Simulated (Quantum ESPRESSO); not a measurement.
## Pb: relaxation of the atoms with RPBE

The system is Pb, a slab with vacuum.

```
Pb
1.0
     3.49282    0.00000    0.00000
    -1.74641    3.02487    0.00000
     0.00000    0.00000   23.55564
Pb
4
Direct
  0.66667 0.33333 0.81840
  0.33333 0.66667 0.93947
  0.00000 0.00000 0.06053
  0.66667 0.33333 0.18160
```

The slab is cut from a database's or a generator's crystal, which needn't be the stable form of the element.

* Program: Quantum ESPRESSO 7.5
* Task: relaxation of the atoms
* Functional: RPBE
* Potentials or basis: GBRV 1.5 PBE
* Cutoff: 544 eV
* Density cutoff: 2721 eV
* k mesh: 9 × 9 × 1
* Occupations: cold, width 0.2 eV
* Spin: no spin polarisation
* Boundary across the vacuum: esm
* Real-space augmentation (tqr): yes
* Fixed atoms: [1, 2]
* Most ionic steps: 30
* Forc conv thr: 0.001 Ry/bohr
* Etot conv thr: 0.0001 Ry
* Upscale: 10
* Ion dynamics: bfgs
* Assume isolated: esm
* Esm bc: bc1
* Mixing mode: local-TF
* Mixing beta: 0.3
* Most SCF iterations: 150
* SCF threshold: 8e-08 Ry

```json
{
  "Energy gained by relaxing": "5.5 meV/atom",
  "Ionic steps": "8",
  "Band gap on the k mesh": "none (metal or under the smearing width)",
  "Work function of the upper face": "3.65 eV",
  "Work function of the lower face": "3.65 eV"
}
```

The path:
```csv
step,energy change (eV),largest force (eV/Å)
1,0.0000,0.3428
2,-0.0031,0.3445
3,-0.0066,0.3727
4,-0.0117,0.3332
5,-0.0175,0.1991
6,-0.0215,0.0831
7,-0.0218,0.0461
8,-0.0219,0.0186
```

Final structure:
```
Pb
1.0
     3.49282    0.00000    0.00000
    -1.74641    3.02487    0.00000
     0.00000    0.00000   23.55564
Pb
4
Cartesian
  1.7464 1.0083 -4.2778
  0.0000 2.0166 -1.4259
  0.0000 0.0000 1.5127
  1.7464 1.0083 4.3209
```

Levels at points of the mesh, in eV from the Fermi level:
```
           k point  band 26  band 27  band 28  band 29  band 30  band 31
(0.00, 0.00, 0.00)    -1.55     0.95     2.83     3.09     4.55     4.59
```

Wall time 17 min on 2 MPI ranks on Arm Neoverse N1, with other jobs on the host, peak memory 0.38 GiB a rank.

Caveat: the potentials were made for another functional, which shifts forces and pressure; real space augmentation costs some meV and hundredths of eV per Å. The run has no spin-orbit coupling, so splittings on Pb are missing.
